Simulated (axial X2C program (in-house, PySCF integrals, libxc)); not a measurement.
# All-electron X2C curves of WCl

What are the state, bond length, wavenumber and bond energy of WCl, and what does spin–orbit coupling change?

Method: all-electron X2C, W dyall-cv3z, Cl dyall-av3z; program: an in-house X2C program for linear molecules on PySCF integrals.

All values are calculated.

**1. Set-up**

Input file task.json:

```json
{
 "zs": [
  74,
  17
 ],
 "q": 0,
 "bas": [
  "dyall-cv3z",
  "dyall-av3z"
 ],
 "levels": [
  "PBE0",
  "HF",
  "PBE"
 ],
 "cc": true,
 "r0": 2.36,
 "thr": -2.0,
 "nmax": 110,
 "npts": 10,
 "nst": 2,
 "ntry": 8
}
```

Keys: zs atomic numbers; q charge; bas basis sets; levels methods (HF also brings MP2); cc coupled cluster on or off; r0 starting distance in Å; thr threshold in hartree for freezing inner shells (an s shell follows its p shell); nmax most natural virtual spinors; npts points asked for on the curve; nst determinants followed; ntry starts of the search.

Launch:

```bash
python so2c.py task.json out
```

Spin-free means the one-electron spin-free X2C Hamiltonian; two-component (2c) means X2C with spin–orbit coupling and atomic mean-field two-electron Coulomb and Gaunt terms. Basis: W dyall-cv3z contracted to [13s14p9d7f4g], Cl dyall-av3z contracted to [9s8p3d2f]; Gaussian nuclei, density fitting. Masses: W 183.951 u, Cl 34.969 u.

Notation: σ, π±, δ± give the projection m of an orbital's angular momentum (0, ±1, ±2), α and β its spin, Λ and M_S the sums; ω is the projection of a spinor's total angular momentum and Ω the sum. Logs are in hartree.

The results follow Hamiltonian by Hamiltonian and level by level.

**2. State search with PBE0**

PBE0 moves the distance from 2.360 Å to 2.271 Å and compares determinants there.

Spin-free determinants:

```json
{"ΔE (eV)": "0.00", "state": "M_S = 5/2, Λ = 0", "open shells": "beyond closed shells: σα, π+α, π-α, δ+α, δ-α"}
{"ΔE (eV)": "1.08", "state": "M_S = 5/2, Λ = 1", "open shells": "beyond closed shells: 2 × σα, π+α, δ+α, δ-α"}
{"ΔE (eV)": "1.17", "state": "M_S = 3/2, Λ = 1", "open shells": "beyond closed shells: π+α, δ+α, δ-α"}
{"ΔE (eV)": "1.31", "state": "M_S = 3/2, Λ = 2", "open shells": "beyond closed shells: π+α, π-α, δ+α"}
{"ΔE (eV)": "1.79", "state": "M_S = 3/2, Λ = 0", "open shells": "beyond closed shells: σβ, π+α, π-α, δ+α, δ-α"}
{"ΔE (eV)": "1.87", "state": "M_S = 3/2, Λ = 2", "open shells": "beyond closed shells: σα, π+α, π+β, δ+α, δ-α"}
{"ΔE (eV)": "1.87", "state": "M_S = 3/2, Λ = 0", "open shells": "beyond closed shells: σα, π+β, π-α, δ+α, δ-α"}
```

Two-component determinants:

| ΔE (eV) | state | open shells |
| --- | --- | --- |
| 0.00 | Ω = 5/2 | excess of +ω over −ω: ω = 5/2 |
| 0.91 | Ω = 3/2 | excess of +ω over −ω: ω = 1/2, ω = -3/2, ω = 5/2 |
| 0.99 | Ω = 1/2 | excess of +ω over −ω: ω = 1/2 |
| 1.02 | Ω = 1/2 | excess of +ω over −ω: ω = -1/2, ω = -3/2, ω = 5/2 |
| 1.17 | Ω = 7/2 | excess of +ω over −ω: 2 × ω = 1/2, ω = 5/2 |
| 1.58 | Ω = 7/2 | excess of +ω over −ω: ω = -1/2, ω = 3/2, ω = 5/2 |
| 1.66 | Ω = 3/2 | excess of +ω over −ω: ω = 3/2 |

**3. PBE0, spin-free**

State followed: M_S = 5/2, Λ = 0 (beyond closed shells: σα, π+α, π-α, δ+α, δ-α). The scan is laid around 2.271 Å, a first estimate of the minimum, and this SCF restarts from the orbitals of the search.

The SCF at the reference distance of 2.271 Å:

```text
spin-free X2C-1e  PBE0
basis functions 247  fitting functions 1200  grid points 5080
iter        total energy     max residual
   1     -16605.068041858     9.44e-06
   2     -16605.068041857     1.28e-05
converged
one-electron -23376.07204861  Coulomb 6834.79019851  exact exchange -87.81502532  xc functional -269.10411728  nuclear repulsion 293.13295083
```

Along the bond, energies from the lowest point:

```tsv
R (Å)	E (eV)	μ (D)	HOMO (eV)	LUMO (eV)	iterations
1.976	1.0746	-1.70	-5.23	-2.15	13
2.067	0.4442	-2.13	-5.46	-2.16	13
2.135	0.1767	-2.47	-5.63	-2.25	13
2.203	0.0388	-2.81	-5.80	-2.41	13
2.271	0.0000	-3.15	-5.97	-2.57	2
2.350	0.0462	-3.56	-6.15	-2.76	13
2.430	0.1628	-3.96	-6.33	-2.96	13
2.532	0.3809	-4.47	-6.54	-3.20	13
2.657	0.7063	-5.08	-6.77	-3.49	14
2.839	1.2219	-5.93	-7.02	-3.89	15
```

Dipoles are positive if Cl is the positive end.

Outer orbitals at the reference distance:

| symmetry | occupied | ε (eV) | atomic character |
| --- | --- | --- | --- |
| σα | yes | -22.21 | 75% Cl s, 8% W d, 7% W p |
| σβ | yes | -22.13 | 75% Cl s, 8% W d, 7% W p |
| σα | yes | -10.51 | 75% Cl p, 12% W d, 7% W s |
| σβ | yes | -10.24 | 80% Cl p, 10% W d, 5% W s |
| π-α | yes | -9.49 | 70% Cl p, 22% W d, 3% W f |
| π+α | yes | -9.49 | 70% Cl p, 22% W d, 3% W f |
| π+β | yes | -9.00 | 81% Cl p, 9% W d, 5% W f |
| π-β | yes | -9.00 | 81% Cl p, 9% W d, 5% W f |
| σα | yes | -6.84 | 55% W s, 29% W d, 7% Cl p |
| δ-α | yes | -6.42 | 99% W d |
| δ+α | yes | -6.42 | 99% W d |
| π+α | yes | -5.97 | 72% W d, 15% Cl p, 6% W p |
| π-α | yes | -5.97 | 72% W d, 15% Cl p, 6% W p |
| σα | no | -2.57 | 41% W d, 37% W p, 9% W s |
| σβ | no | -2.28 | 66% W s, 12% W d, 7% Cl s |
| π+α | no | -0.89 | 81% W p, 6% Cl d, 6% Cl p |
| π-α | no | -0.89 | 81% W p, 6% Cl d, 6% Cl p |

PBE0 fields in the half plane through the axis: z from -2.4 to 4.5 Å across, distance from the axis 0.15 to 2.25 Å upwards; W lies at z = 0 and Cl at z = 2.271 Å; the ELF is damped to zero where the density is low.

log10 density (e/bohr³). Ten even steps from ' ' (-4.74 ) to '@' (1.80 ):
```
......::::::::--::::::::::::::::::::::......    
....::::--------------------------::::::::....  
..::::------========--------------------::::..  
..::::----============================----::....
..::----====++++++++++======++++++++====--::::..
..::----==++++******++++++++++****++++====--::..
..::----==++**######**++++++********++++==--::..
..::::--==++##%%@@%%##++++****%%%%****++==--::::
```

ELF. Ten even steps from ' ' (0.00 ) to '@' (0.89 ):
```
    ..::========--::..                          
    ::==++****++==--::..    ..::::::....        
  ..--++**##**++==----::....--==++++==::..      
  ..--++**##**++==----::::--**##%%##**++::..    
  ..::==++****++====--::--**%%@@@@@@%%**==..    
      ..--==********++::==%%@@@@@@@@@@%%++::    
          --**++--++**::++@@##....##@@%%**--..  
          ::**++::++++::++@@..@@@@..@@%%**--..  
```

Re = 2.270 Å, ωe = 383 cm⁻¹, ωexe = 1.11 cm⁻¹, Be = 0.1114 cm⁻¹, De = 4.10 eV, μ = -3.15 D.

**4. HF, spin-free**

Output at 2.271 Å:

```text
spin-free X2C-1e  HF
basis functions 247  fitting functions 1200  grid points 5080
iter        total energy     max residual
   1     -16599.409000534     9.90e-01
   2     -16599.456540345     2.03e-02
   3     -16599.457901188     2.26e-02
   4     -16599.460036547     1.39e-03
   5     -16599.460226568     9.32e-04
   6     -16599.460302745     5.94e-04
   7     -16599.460332609     3.96e-04
   8     -16599.460350587     2.43e-04
   9     -16599.460358344     1.00e-04
  10     -16599.460359761     5.45e-05
  11     -16599.460360333     1.48e-05
  12     -16599.460360387     4.52e-06
  13     -16599.460360389     1.93e-06
  14     -16599.460360389     5.98e-07
converged
one-electron -23377.81968549  Coulomb 6836.74218581  exact exchange -351.51581154  xc functional 0.00000000  nuclear repulsion 293.13295083
```

Re = 2.348 Å, ωe = 355 cm⁻¹, ωexe = 1.01 cm⁻¹, Be = 0.1041 cm⁻¹, De = 2.87 eV, μ = -4.16 D.

**5. PBE, spin-free**

The SCF at the reference distance of 2.271 Å:

```text
spin-free X2C-1e  PBE
basis functions 247  fitting functions 1200  grid points 5080
iter        total energy     max residual
   1     -16605.268393493     3.30e-01
   2     -16605.273172355     1.61e-02
   3     -16605.269296281     2.97e-02
   4     -16605.275076457     1.49e-03
   5     -16605.275079969     9.52e-04
   6     -16605.275111710     1.99e-04
   7     -16605.275112669     5.06e-05
   8     -16605.275112717     1.32e-05
   9     -16605.275112726     4.34e-06
  10     -16605.275112726     9.02e-07
converged
one-electron -23374.16282954  Coulomb 6832.80058497  exact exchange 0.00000000  xc functional -357.04581899  nuclear repulsion 293.13295083
```

Re = 2.270 Å, ωe = 377 cm⁻¹, ωexe = 1.16 cm⁻¹, Be = 0.1113 cm⁻¹, De = 4.24 eV, μ = -2.68 D.

**6. MP2 and beyond, spin-free**

Correlated methods: 13 electrons correlated (frozen shells, counted by type: W 5 s, 4 p, 2 d, 1 f; Cl 2 s, 1 p), 313 virtual spinors in MP2, 110 natural virtuals in coupled cluster.

Output of the correlated part at 2.271 Å:

```text
correlated 13  virtual 313  natural virtual 110  E(MP2) -0.285540628  MP2 remainder -0.006636996
iter   CCSD correlation   residual
   1     -0.292756253   9.66e-02
   2     -0.298589191   3.82e-02
   3     -0.300236301   1.76e-02
   4     -0.300343155   7.75e-03
   5     -0.300420616   3.20e-03
   6     -0.300439565   1.60e-03
   7     -0.300440316   6.80e-04
   8     -0.300444917   2.70e-04
   9     -0.300440992   1.11e-04
  10     -0.300441333   4.94e-05
  11     -0.300440983   1.91e-05
  12     -0.300441141   8.04e-06
  13     -0.300441135   3.55e-06
(T) -0.013004775  T1 0.0248  D1 0.0589  max T2 0.033
```

T1 in the output is the amplitude norm over the root of the electron number; divide by √2 for the Lee–Taylor value.

MP2: Re = 2.289 Å, ωe = 378 cm⁻¹, Be = 0.1095 cm⁻¹, De = 4.17 eV.

CCSD: Re = 2.301 Å, ωe = 373 cm⁻¹, ωexe = 0.999 cm⁻¹, Be = 0.1083 cm⁻¹, De = 3.90 eV. T1 at Re = 0.018 (Lee–Taylor, the printed value over √2).

CCSD(T): Re = 2.299 Å, ωe = 373 cm⁻¹, ωexe = 1.01 cm⁻¹, Be = 0.1086 cm⁻¹, De = 4.02 eV. T1 at Re = 0.018 (Lee–Taylor, the printed value over √2).

**7. A higher determinant, spin-free**

State: M_S = 5/2, Λ = 1 (beyond closed shells: 2 × σα, π+α, δ+α, δ-α).

Output at the reference distance:

```text
spin-free X2C-1e  PBE0
basis functions 247  fitting functions 1200  grid points 5080
iter        total energy     max residual
   1     -16605.028433205     5.80e-06
   2     -16605.028433205     5.52e-06
converged
one-electron -23372.82383450  Coulomb 6831.51764555  exact exchange -87.80043085  xc functional -269.05476424  nuclear repulsion 293.13295083
```

```tsv
R (Å)	E above the lowest PBE0 point (eV)
1.976	2.339
2.067	1.659
2.135	1.350
2.203	1.166
2.271	1.078
2.350	1.064
2.430	1.120
2.532	1.261
2.657	1.497
```

Re = 2.323 Å, ωe = 337 cm⁻¹, ωexe = 0.958 cm⁻¹, Be = 0.1063 cm⁻¹, μ = -1.14 D. Te = 1.06 eV. As a difference of two determinants it need not be a gap between pure terms.

**8. The spin-free curves together**

Energy (eV) of the followed determinant, spin-free, from each level's lowest point:

```tsv
R (Å)	PBE0	HF	MP2	CCSD	CCSD(T)	PBE
1.976	1.075	1.634	1.202	n/a	n/a	1.053
2.067	0.444	0.812	0.524	0.576	0.564	0.435
2.135	0.177	0.421	0.226	0.258	0.251	0.173
2.203	0.039	0.176	0.062	0.076	0.073	0.038
2.271	0.000	0.045	0.000	0.000	0.000	0.000
2.350	0.046	0.000	0.025	0.010	0.013	0.044
2.430	0.163	0.041	0.124	0.097	0.102	0.156
2.532	0.381	0.180	0.327	0.287	0.293	0.365
2.657	0.706	0.434	0.644	n/a	n/a	0.675
2.839	1.222	0.882	1.164	n/a	n/a	1.161
```

**9. PBE0, 2c**

State followed: Ω = 5/2 (excess of +ω over −ω: ω = 5/2). The scan is laid around 2.271 Å, a first estimate of the minimum, and this SCF restarts from the orbitals of the search.

Output at 2.271 Å:

```text
two-component X2C + atomic mean field  PBE0
basis functions 247  fitting functions 1200  grid points 5080
iter        total energy     max residual
   1     -16603.736087148     1.47e-05
   2     -16603.736087184     1.31e-05
   3     -16603.736087192     6.22e-06
   4     -16603.736087200     3.20e-06
   5     -16603.736087204     8.32e-07
   6     -16603.736087204     4.84e-07
converged
one-electron -23357.98408131  Coulomb 6832.03525953  exact exchange -87.78398299  xc functional -269.05363299  nuclear repulsion 293.13295083  atomic mean-field constant -14.08260026
```

Along the bond, energies from the lowest point:

```tsv
R (Å)	E (eV)	μ (D)	HOMO (eV)	LUMO (eV)	iterations
1.976	1.0617	-1.70	-5.12	-2.22	15
2.067	0.4373	-2.13	-5.34	-2.22	15
2.135	0.1729	-2.46	-5.51	-2.28	15
2.203	0.0373	-2.80	-5.68	-2.43	14
2.271	0.0000	-3.15	-5.84	-2.59	6
2.350	0.0474	-3.55	-6.02	-2.79	13
2.430	0.1648	-3.95	-6.20	-2.98	13
2.532	0.3835	-4.46	-6.41	-3.22	14
2.657	0.7092	-5.07	-6.64	-3.51	14
2.839	1.2248	-5.92	-6.89	-3.90	16
```

Dipoles are positive if Cl is the positive end.

Outer spinors at the reference distance:

```json
{"ω": "-7/2", "occupied": "yes", "ε (eV)": "-35.34", "atomic character": "100% W f", "λ mixture": "100% φ"}
{"ω": "1/2", "occupied": "yes", "ε (eV)": "-22.21", "atomic character": "75% Cl s, 8% W d, 7% W p", "λ mixture": "100% σ"}
{"ω": "-1/2", "occupied": "yes", "ε (eV)": "-22.14", "atomic character": "75% Cl s, 8% W d, 7% W p", "λ mixture": "100% σ"}
{"ω": "1/2", "occupied": "yes", "ε (eV)": "-10.51", "atomic character": "75% Cl p, 12% W d, 7% W s", "λ mixture": "100% σ"}
{"ω": "-1/2", "occupied": "yes", "ε (eV)": "-10.26", "atomic character": "79% Cl p, 10% W d, 5% W s", "λ mixture": "100% σ"}
{"ω": "-1/2", "occupied": "yes", "ε (eV)": "-9.55", "atomic character": "69% Cl p, 23% W d, 3% W f", "λ mixture": "100% π"}
{"ω": "3/2", "occupied": "yes", "ε (eV)": "-9.44", "atomic character": "70% Cl p, 22% W d, 4% W f", "λ mixture": "100% π"}
{"ω": "1/2", "occupied": "yes", "ε (eV)": "-9.05", "atomic character": "81% Cl p, 9% W d, 5% W f", "λ mixture": "100% π"}
{"ω": "-3/2", "occupied": "yes", "ε (eV)": "-8.96", "atomic character": "81% Cl p, 9% W d, 5% W f", "λ mixture": "100% π"}
{"ω": "1/2", "occupied": "yes", "ε (eV)": "-6.83", "atomic character": "54% W s, 29% W d, 7% Cl p", "λ mixture": "100% σ"}
{"ω": "-3/2", "occupied": "yes", "ε (eV)": "-6.69", "atomic character": "99% W d", "λ mixture": "99% δ, 1% π"}
{"ω": "-1/2", "occupied": "yes", "ε (eV)": "-6.13", "atomic character": "72% W d, 15% Cl p, 6% W p", "λ mixture": "98% π, 2% σ"}
{"ω": "5/2", "occupied": "yes", "ε (eV)": "-6.11", "atomic character": "99% W d", "λ mixture": "100% δ"}
{"ω": "3/2", "occupied": "yes", "ε (eV)": "-5.84", "atomic character": "73% W d, 14% Cl p, 5% W p", "λ mixture": "99% π, 1% δ"}
{"ω": "1/2", "occupied": "no", "ε (eV)": "-2.59", "atomic character": "41% W d, 37% W p, 9% W s", "λ mixture": "98% σ, 2% π"}
{"ω": "-1/2", "occupied": "no", "ε (eV)": "-2.33", "atomic character": "65% W s, 12% W d, 8% W p", "λ mixture": "99% σ, 1% π"}
{"ω": "-1/2", "occupied": "no", "ε (eV)": "-1.08", "atomic character": "68% W p, 16% W d, 7% Cl d", "λ mixture": "80% π, 20% σ"}
{"ω": "-1/2", "occupied": "no", "ε (eV)": "-0.85", "atomic character": "44% W p, 42% W d, 6% Cl p", "λ mixture": "80% σ, 20% π"}
```

PBE0 fields in the half plane through the axis: z from -2.4 to 4.5 Å across, distance from the axis 0.15 to 2.25 Å upwards; W lies at z = 0 and Cl at z = 2.271 Å; the ELF is damped to zero where the density is low.

log10 density (e/bohr³). Ten even steps from '0' (-4.74 ) to '9' (1.80 ):
```
111222232222222222211100
112233333333333332221110
122333444433333333332210
122334444444444444433211
123344555554445555443221
123345566655555665544321
123345677765556666554321
122345789875566886654322
```

ELF. Ten even steps from ' ' (0.00 ) to '@' (0.89 ):
```
    ..::--======--::..                          
    ::==++****++==--::..    ..::::::....        
  ..--++**##**++==----::....--==++++==::..      
  ..--++**##**++==----::::--**##%%##**++::..    
  ..::==++****++====--::--**%%@@@@@@%%**==..    
      ..--==********==::==%%@@@@@@@@@@%%++::    
          --**++--++**::++@@##....##@@%%**--..  
          --**++::++++::++@@..@@@@..@@%%**--..  
```

Re = 2.268 Å, ωe = 383 cm⁻¹, ωexe = 1.11 cm⁻¹, Be = 0.1115 cm⁻¹, De = 4.10 eV, μ = -3.13 D.

**10. HF, 2c**

The SCF at the reference distance of 2.271 Å:

```text
two-component X2C + atomic mean field  HF
basis functions 247  fitting functions 1200  grid points 5080
iter        total energy     max residual
   1     -16598.034403182     9.86e-01
   2     -16598.082205414     2.04e-02
   3     -16598.083638618     2.26e-02
   4     -16598.085771972     1.42e-03
   5     -16598.085992422     9.52e-04
   6     -16598.086090753     6.07e-04
   7     -16598.086132585     3.90e-04
   8     -16598.086156438     2.28e-04
   9     -16598.086164862     9.35e-05
  10     -16598.086166343     5.36e-05
  11     -16598.086167021     1.70e-05
  12     -16598.086167110     7.79e-06
  13     -16598.086167119     4.91e-06
  14     -16598.086167123     2.63e-06
  15     -16598.086167124     1.55e-06
converged
one-electron -23359.67266391  Coulomb 6833.92794387  exact exchange -351.39179765  xc functional 0.00000000  nuclear repulsion 293.13295083  atomic mean-field constant -14.08260026
```

Re = 2.347 Å, ωe = 355 cm⁻¹, ωexe = 1.01 cm⁻¹, Be = 0.1042 cm⁻¹, De = 2.82 eV, μ = -4.12 D.

**11. PBE, 2c**

Output at 2.271 Å:

```text
two-component X2C + atomic mean field  PBE
basis functions 247  fitting functions 1200  grid points 5080
iter        total energy     max residual
   1     -16603.951123336     3.29e-01
   2     -16603.955931790     1.62e-02
   3     -16603.952028900     2.99e-02
   4     -16603.957829813     1.49e-03
   5     -16603.957831014     9.93e-04
   6     -16603.957865518     2.05e-04
   7     -16603.957866516     5.23e-05
   8     -16603.957866568     1.32e-05
   9     -16603.957866577     4.44e-06
  10     -16603.957866577     9.59e-07
converged
one-electron -23356.08375010  Coulomb 6830.05486204  exact exchange 0.00000000  xc functional -356.97932908  nuclear repulsion 293.13295083  atomic mean-field constant -14.08260026
```

Re = 2.269 Å, ωe = 377 cm⁻¹, ωexe = 1.16 cm⁻¹, Be = 0.1114 cm⁻¹, De = 4.23 eV, μ = -2.67 D.

**12. Correlated methods, 2c**

Correlated methods: 13 electrons correlated (frozen shells, counted by type: W 5 s, 4 p, 2 d, 1 f; Cl 2 s, 1 p), 313 virtual spinors in MP2, 110 natural virtuals in coupled cluster.

Output of the correlated part at 2.271 Å:

```text
correlated 13  virtual 313  natural virtual 110  E(MP2) -0.285985439  MP2 remainder -0.006844671
iter   CCSD correlation   residual
   1     -0.293011374   9.67e-02
   2     -0.298865020   3.83e-02
   3     -0.300507012   1.76e-02
   4     -0.300613688   7.75e-03
   5     -0.300691699   3.21e-03
   6     -0.300710422   1.60e-03
   7     -0.300711259   6.86e-04
   8     -0.300715780   2.81e-04
   9     -0.300711762   1.25e-04
  10     -0.300712198   6.16e-05
  11     -0.300711797   2.84e-05
  12     -0.300712031   1.50e-05
  13     -0.300712021   8.31e-06
(T) -0.013011430  T1 0.0245  D1 0.0574  max T2 0.034
```

MP2: Re = 2.288 Å, ωe = 377 cm⁻¹, Be = 0.1096 cm⁻¹, De = 4.14 eV.

CCSD: Re = 2.300 Å, ωe = 373 cm⁻¹, ωexe = 1.05 cm⁻¹, Be = 0.1084 cm⁻¹, De = 3.86 eV. T1 at Re = 0.017 (Lee–Taylor, the printed value over √2).

CCSD(T): Re = 2.298 Å, ωe = 373 cm⁻¹, ωexe = 1.06 cm⁻¹, Be = 0.1086 cm⁻¹, De = 3.99 eV. T1 at Re = 0.017 (Lee–Taylor, the printed value over √2).

**13. A higher determinant, 2c**

State: Ω = 3/2 (excess of +ω over −ω: ω = 1/2, ω = -3/2, ω = 5/2).

Output at the reference distance:

```text
two-component X2C + atomic mean field  PBE0
basis functions 247  fitting functions 1200  grid points 5080
iter        total energy     max residual
   1     -16603.702553524     5.43e-06
   2     -16603.702553532     3.34e-06
   3     -16603.702553534     3.01e-06
   4     -16603.702553537     1.80e-06
   5     -16603.702553538     7.43e-07
converged
one-electron -23354.94066435  Coulomb 6828.96055502  exact exchange -87.76879455  xc functional -269.00400022  nuclear repulsion 293.13295083  atomic mean-field constant -14.08260026
```

```tsv
R (Å)	E above the lowest PBE0 point (eV)
1.976	2.140
2.067	1.476
2.135	1.174
2.203	0.996
2.271	0.912
2.350	0.903
2.430	0.963
2.532	1.108
2.657	1.347
```

Re = 2.319 Å, ωe = 338 cm⁻¹, ωexe = 0.962 cm⁻¹, Be = 0.1067 cm⁻¹, μ = -1.17 D. Te = 0.90 eV. As a difference of two determinants it need not be a gap between pure terms.

**14. The 2c curves together**

Energy (eV) of the followed determinant, 2c, from each level's lowest point:

```tsv
R (Å)	PBE0	HF	MP2	CCSD	CCSD(T)	PBE
1.976	1.062	1.621	1.189	n/a	n/a	1.040
2.067	0.437	0.804	0.518	0.568	0.556	0.428
2.135	0.173	0.416	0.222	0.254	0.247	0.169
2.203	0.037	0.173	0.060	0.075	0.072	0.037
2.271	0.000	0.044	0.000	0.000	0.000	0.000
2.350	0.047	0.000	0.026	0.011	0.014	0.045
2.430	0.165	0.042	0.126	0.099	0.103	0.158
2.532	0.383	0.182	0.330	0.289	0.295	0.367
2.657	0.709	0.437	0.647	n/a	n/a	0.677
2.839	1.225	0.885	1.166	n/a	n/a	1.164
```

Time for the job: 6 min (1 thread of Arm Neoverse V1, shared host); peak memory 1.2 GiB.

**15. What came out**

Lowest determinant that the search found at its distance, spin-free: M_S = 5/2, Λ = 0 (beyond closed shells: σα, π+α, π-α, δ+α, δ-α).

Lowest determinant that the search found at its distance, 2c: Ω = 5/2 (excess of +ω over −ω: ω = 5/2).

| Hamiltonian | level | Re (Å) | ωe (cm⁻¹) | De (eV) | μ (D) |
| --- | --- | --- | --- | --- | --- |
| spin-free | PBE0 | 2.270 | 383 | 4.10 | -3.15 |
| spin-free | HF | 2.348 | 355 | 2.87 | -4.16 |
| spin-free | MP2 | 2.289 | 378 | 4.17 | n/a |
| spin-free | CCSD | 2.301 | 373 | 3.90 | n/a |
| spin-free | CCSD(T) | 2.299 | 373 | 4.02 | n/a |
| spin-free | PBE | 2.270 | 377 | 4.24 | -2.68 |
| 2c | PBE0 | 2.268 | 383 | 4.10 | -3.13 |
| 2c | HF | 2.347 | 355 | 2.82 | -4.12 |
| 2c | MP2 | 2.288 | 377 | 4.14 | n/a |
| 2c | CCSD | 2.300 | 373 | 3.86 | n/a |
| 2c | CCSD(T) | 2.298 | 373 | 3.99 | n/a |
| 2c | PBE | 2.269 | 377 | 4.23 | -2.67 |

Dipoles are positive if Cl is the positive end.

Time per point (s) on 1 thread of Arm Neoverse V1, shared host (2c runs; CCSD comes with the CCSD(T) run); the times are rough: PBE0 1.6, HF 1.6, MP2 2.1, CCSD(T) 12, PBE 0.49.

What this shows: At CCSD(T), going from spin-free to two-component changes Re by -1 mÅ, ωe by 0.0 %, which is small (part of it comes from the scalar share of the two-electron terms). De moves by -0.03 eV; both De rest on single-determinant atoms, which can miss part of an open shell's spin–orbit lowering.

De refers to W + Cl, each in the lowest determinant found, which need not be this curve's own limit. The state is a single determinant with fixed occupations, the lowest that a limited PBE0 search found. Dissociation energies refer to the lowest single-determinant-based atoms at the same level and basis. Density functionals use the spin component along the axis (collinear). Coupled cluster ran in a truncated set of natural virtual spinors; the MP2 energy of the rest was added. With several unpaired electrons one determinant need not be a pure state.
